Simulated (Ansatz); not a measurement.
# Ti3Al: further runs on the relaxed cell

The task here is to estimate one member of a computed series from the others.

Program: Ansatz 0.2.0. Level of theory: DFT r2SCAN, scalar-relativistic, plane waves, PAW. These are calculated values, not measurements.

1 further run of the same task is left out (set aside as unsound or not needed).

## The system as given

It takes space group Fm-3m (No. 225, cubic). The conventional cell has a = 6.461 Å, b = 6.461 Å, c = 6.461 Å, α = 90.00°, β = 90.00°, γ = 90.00°. Around Ti (site symmetry -43m) lie 4 Ti at 2.80 Å and 4 Al at 2.80 Å. Ti (site symmetry m-3m) has 8 Ti at 2.80 Å as nearest neighbours. Al (site symmetry m-3m) has 8 Ti at 2.80 Å as nearest neighbours.

Structure file:

```cif
data_structure
_symmetry_space_group_name_H-M 'Fm-3m'
_symmetry_Int_Tables_number 225
_cell_length_a 6.4607
_cell_length_b 6.4607
_cell_length_c 6.4607
_cell_angle_alpha 90.000
_cell_angle_beta 90.000
_cell_angle_gamma 90.000
_cell_volume 269.68
loop_
_atom_site_label
_atom_site_type_symbol
_atom_site_symmetry_multiplicity
_atom_site_Wyckoff_symbol
_atom_site_fract_x
_atom_site_fract_y
_atom_site_fract_z
_atom_site_occupancy
Ti1 Ti 8 c 0.25000 0.25000 0.75000 1
Ti2 Ti 4 a 0.00000 0.00000 0.00000 1
Al1 Al 4 b 0.50000 0.00000 0.00000 1
```

It goes back to an entry of the Materials Project, which need not be the stable form.

It is the result of an earlier relaxation at this level (volume 16.85 Å³/atom; gap on the mesh: none (metal), site moments up to 1.4 μB).

Set-up of the first run:

The input, input.yaml:

```yaml
crystal:
  lattice:
    - [0.0, 3.2303620196, 3.2303620196]
    - [3.2303620196, 0.0, 3.2303620196]
    - [3.2303620196, 3.2303620196, 0.0]
  atoms:
    - { symbol: Ti, position: [0.75, 0.75, 0.75], spin: 0.3 }
    - { symbol: Ti, position: [0.25, 0.25, 0.25], spin: 0.3 }
    - { symbol: Ti, position: [0.0, 0.0, 0.0], spin: 1.5 }
    - { symbol: Al, position: [0.5, 0.5, 0.5] }
basis:
  ecutwfc: 500
kpoints:
  mp_grid: { grid: [12, 12, 12] }
  band_path:
    path:
      - [[0.0, 0.0, 0.0], [0.5, 0.0, 0.5], [0.625, 0.25, 0.625]]
      - [[0.375, 0.375, 0.75], [0.0, 0.0, 0.0], [0.5, 0.5, 0.5], [0.5, 0.25, 0.75], [0.5, 0.0, 0.5]]
    npoints: 14
hamiltonian:
  xc: r2scan
scf:
  occupations: { method: gaussian, width: 0.1 }
  n_extra_bands: 10
output:
  forces: true
  stress: true
  eigenvalues: true
  populations: true
  dos: { projected: true, de: 0.02, nscf_kmesh: { grid: [18, 18, 18] } }
  bader: true
  write_density: true
  write_potential: true
  elf: true
  volumetric_format: npy
magnetization:
  spin_polarized: true
checkpoint:
  read: start.run
  write: ck
  compress: false
  write_wavefunctions: false
  write_every: 100000
```

On the command line:

```sh
$ ansatz run input.yaml --threads 1 --pin off --max-ram 2560MiB --backend cpu --events-out ev --progress --plain --runs-dir out
```

Steps of the session up to this table: Electronic structure at the relaxed geometry; Back to the database's cell; Point at V/V0 = 0.97; Point at V/V0 = 1.03; Point at V/V0 = 0.94; The cell scaled to 1.06 of its volume; Volume × 0.91; Point at V/V0 = 1.10; Volume × 0.88.

One of the session's tables, all rows but one given; the rest of the session is left out.

It belongs to the step «Equation of state». 

```
volume (Å³/atom)  energy above the lowest point (meV/atom)  pressure (GPa)  largest moment (μB)
          14.832                                     105.4           18.45                 1.23
          15.338                                      56.2           12.81                 1.27
          15.844                                      23.8            7.91                 1.30
          16.349                                       5.7            3.67                 1.33
          16.855                                       0.0            0.00                 1.36
          17.360                                       5.2           -3.18                 1.39
          17.866                                         ?               ?                    ?
          18.540                                      51.4           -9.03                 1.45
```

Estimate the missing values for volume (Å³/atom) = 17.866.

Worked estimate for «energy above the lowest point (meV/atom)». A straight line through the neighbours (17.360, 5.2) and (18.540, 51.4) gives 5.2 + (51.4 − 5.2) × (17.866 − 17.360) / (18.540 − 17.360) = 25.0; a parabola fitted to 3 rows on both sides gives 19.2.

**Answer.** energy above the lowest point (meV/atom): 19.7; pressure (GPa): -5.94; largest moment (μB): 1.42. In «energy above the lowest point (meV/atom)» the line misses by +5.3 and the parabola by -0.5.

To keep in mind: The magnetic state reached may not be the lowest one. Warnings in the runs' records: stability check not made.
